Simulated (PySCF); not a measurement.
# C₂H₇B₂FS₂: electronic excitations

Wanted: the electronic excitations of C₂H₇B₂FS₂ (`CSBB(F)SC`), by calculation.

Computed with PySCF 2.14.0, with density-fitted response routines of our own, on a single molecule in the gas phase. Atoms count from 0, in the outputs and in this text.

### 1 The starting structure

14 atoms, charge 0, multiplicity 1; geometry from: GFN2-xTB.

Bonds of the start (Å): C0–S1 1.83, S1–B2 1.75, B2–B3 1.66, B3–F4 1.34, B3–S5 1.80, S5–C6 1.83, C0–H7 1.09, C0–H8 1.08, C0–H9 1.08, B2–H10 1.17, C6–H11 1.08, C6–H12 1.09, C6–H13 1.08.

### 2 Excited states and response: PBE0/def2-SVPD

What the job is given:

```
{"job": {"kind": "uv", "xc": "PBE0", "basis": "def2-SVPD", "nstates": 8, "ntriplets": 3}, "charge": 0, "multiplicity": 1}
C      2.250457    -0.478808     0.017351
S      1.416391    -0.838395     1.609614
B      0.097302     0.314033     1.696707
B     -0.247050     1.401852     0.485279
F      0.404157     2.558372     0.338068
S     -1.499402     1.109085    -0.776991
C     -2.179319    -0.519107    -0.295784
H      1.628955    -0.828081    -0.801413
H      2.427463     0.587451    -0.070180
H      3.192796    -1.016354     0.020348
H     -0.537220     0.197027     2.677630
H     -3.013501    -0.716993    -0.960388
H     -1.421485    -1.286726    -0.415658
H     -2.520223    -0.483828     0.733278
```

With the program's defaults for keys left out, this is: TDDFT PBE0/def2-SVPD, vertical, gas phase, core orbitals frozen in the response.

Command:

```bash
$ OMP_NUM_THREADS=1 python probes_run.py task.json out
```

The driver reads the jobs from task.json and runs them one after another.

What will the session give for the following? lowest singlet (PBE0/def2-SVPD); brightest single state of those computed; lowest triplet. Wanted: lowest singlet; brightest single state of those computed; lowest triplet.

**Answer**, as computed:

| quantity | value |
| --- | --- |
| lowest singlet (PBE0/def2-SVPD) | 4.80 eV (258 nm), f = 0.001 |
| brightest single state of those computed | state 5, 5.98 eV, f = 0.162 |
| lowest triplet | 4.12 eV |

The first singlet state (HOMO→LUMO 0.68, HOMO−1→LUMO 0.30) lies at 4.80 eV and is dark; of the 8 states computed, the strongest absorption comes from state 5 at 5.98 eV. The lowest triplet lies 0.68 eV below the lowest singlet (triplets in Tamm-Dancoff, singlets in full TDDFT).
